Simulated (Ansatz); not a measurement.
# BH3Br (doublet): the correlation ladder at distance B1–H4 along a hydrogen transfer = 1.554 Å, cc-pVDZ

How much of the correlation energy of BH3Br (doublet) does each wave-function method recover here?

Program: Ansatz 0.2.0, Gaussian basis. Level of theory: cc-pVDZ, correlated electrons: outside noble gas. These are calculated values, not measurements.

Plan: UHF; CCSD(T) on ROHF; CCSD(T) on UHF; BCCD(T) on ROHF; CISD; CCSDT(Q) on ROHF; CCSDT(Q) on UHF; CASSCF and MRCISD+Q, 3 electrons in 3 orbitals; CASSCF and NEVPT2, 3 electrons in 3 orbitals.

## (1) The geometry

The geometry derives from fragments relaxed apart (PBE0/def2-TZVP) and kept rigid, so it is no stationary point. A hydrogen atom is moved between rigid fragments. No spin-orbit coupling is included. The filled d shell of Br may be among the frozen orbitals whatever the setting's name suggests; the logs give the count.

5 atoms, charge 0, spin multiplicity 2.

Atoms are counted from 1 here; the program's logs count them from 0.

Bond lengths: B1–H2 1.193 Å, B1–H3 1.193 Å, H4–Br5 1.530 Å. Angles: H2–B1–H3 120.0°.

In the tables R marks a restricted open-shell determinant and U an unrestricted one; 'pair' is the active space of 3 electrons in 3 orbitals; correlation energies count from the lowest restricted Hartree-Fock solution.

## (2) UHF

Input file in.yaml:

```yaml
crystal:
  periodic: [false, false, false]
  atoms:
    - {symbol: B, position_ang: [-2.632712, 0.000000, 0.000000]}
    - {symbol: H, position_ang: [-3.229445, 1.033571, 0.000000]}
    - {symbol: H, position_ang: [-3.229445, -1.033571, 0.000000]}
    - {symbol: H, position_ang: [-1.078712, 0.000000, 0.000000]}
    - {symbol: Br, position_ang: [0.451288, 0.000000, 0.000000]}
basis:
  gaussian: {orbitals: cc-pVDZ}
magnetization: {spin_polarized: true, initial_magnetization: 1}
hamiltonian: {xc: hf}
output: {orbitals: {seedname: orbitals}}
```

Started as:

```sh
> ansatz run in.yaml --threads 1 --pin off --events-out ev --progress --plain --max-ram 2393MiB
```

Further steps of the session: CCSD(T) on ROHF; CCSD(T) on UHF; BCCD(T) on ROHF; CISD; CCSDT(Q) on ROHF; CCSDT(Q) on UHF; CASSCF and MRCISD+Q, 3 electrons in 3 orbitals; CASSCF and NEVPT2, 3 electrons in 3 orbitals.

Before running them: what should the planned runs give, taken together? Wanted: correlation energy, UCCSDT(Q); RMP2 from UCCSDT(Q); UMP2 from UCCSDT(Q); RCCSD from UCCSDT(Q); RCCSD(T) from UCCSDT(Q); UCCSD(T) from UCCSDT(Q); RCCSDT(Q) from UCCSDT(Q); NEVPT2 pair from UCCSDT(Q); MRCISD+Q pair from UCCSDT(Q).

The runs gave:

| quantity | value |
| --- | --- |
| correlation energy, UCCSDT(Q) | -6.7765 eV |
| RMP2 from UCCSDT(Q) | +1066.9 meV |
| UMP2 from UCCSDT(Q) | +1105.5 meV |
| RCCSD from UCCSDT(Q) | +153.6 meV |
| RCCSD(T) from UCCSDT(Q) | +29.7 meV |
| UCCSD(T) from UCCSDT(Q) | +29.8 meV |
| RCCSDT(Q) from UCCSDT(Q) | +0.8 meV |
| NEVPT2 pair from UCCSDT(Q) | +1048.8 meV |
| MRCISD+Q pair from UCCSDT(Q) | +37.5 meV |
| levels of the table within 1 kcal/mol (43 meV) | RCCSD(T), UCCSD(T), BCCD(T), RCCSDT, UCCSDT, RCCSDT(Q), MRCISD+Q pair |
| T1 diagnostic | 0.019 |

What this shows: RCCSD(T) misses by +29.7 meV, 0.4 % of the correlation energy. Of the multireference levels listed MRCISD+Q pair comes nearest in total energy (+37.5 meV), which doesn't show that its space is the better one. These misses are within one basis, not against nature; the frozen cores of restricted and unrestricted runs differ, which can shift their rows.
